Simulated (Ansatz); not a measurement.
# ClFH4OSi: the cost of one run

All numbers below are computed with Ansatz 0.2.0 (RKS PBE-D4/def2-SVP).

**1. The system as given**

Bond lengths: Si1–F2 2.003 Å, Si1–H3 1.449 Å, Si1–H4 1.444 Å, Si1–Cl5 2.037 Å, Si1–O7 2.064 Å, O7–H8 0.953 Å. Angles: F2–Si1–H3 82.4°, F2–Si1–H4 83.2°, F2–Si1–Cl5 163.4°, F2–Si1–O7 68.3°, H3–Si1–H4 135.4°, H3–Si1–Cl5 102.4°, H3–Si1–O7 108.8°, H4–Si1–Cl5 103.4°, H4–Si1–O7 104.5°, Cl5–Si1–O7 95.1°, Si1–O7–H8 113.8°.

As a file:

```xyz
8

Si   -0.6773    0.3629   -0.1417
F    -0.3836   -1.6167   -0.2278
H    -0.6506    0.2348   -1.5846
H    -1.6059    0.0062    0.9055
Cl   -0.4151    2.3654    0.1236
H     0.6591   -1.2794    0.2683
O     1.1722   -0.1668    0.6065
H     1.9011    0.0937    0.0502
```

**2. Pulling towards end A**

Springs on the bonds that form and break draw the guess towards this end; the thresholds are loose.

input.yaml reads:

```yaml
crystal:
  periodic: [false, false, false]
  atoms:
    - { symbol: Si, position_ang: [-0.6773, 0.3629, -0.1417] }
    - { symbol: F, position_ang: [-0.3836, -1.6167, -0.2278] }
    - { symbol: H, position_ang: [-0.6506, 0.2348, -1.5846] }
    - { symbol: H, position_ang: [-1.6059, 0.0062, 0.9055] }
    - { symbol: Cl, position_ang: [-0.4151, 2.3654, 0.1236] }
    - { symbol: H, position_ang: [0.6591, -1.2794, 0.2683] }
    - { symbol: O, position_ang: [1.1722, -0.1668, 0.6065] }
    - { symbol: H, position_ang: [1.9011, 0.0937, 0.0502] }
basis:
  gaussian: { orbitals: def2-SVP }
hamiltonian:
  xc: pbe
  dispersion: d4
relax:
  f_tol: 0.15
  max_steps: 25
  restrain:
    - { distance: [0, 6], at: 3.07, k: 30.0 }
    - { distance: [5, 1], at: 2.18, k: 30.0 }
    - { distance: [0, 1], at: 1.68, k: 30.0 }
    - { distance: [5, 6], at: 0.97, k: 30.0 }
```

Command:

```
> ansatz run input.yaml --threads 2 --pin off --max-ram 3072MiB --backend cpu --events-out ev --progress --plain --runs-dir out
```

**Question.** How long does this run take on 2 threads of Arm Neoverse V1, shared host, and how much memory does it need?

About 22 s, with a peak of 0.14 GiB.
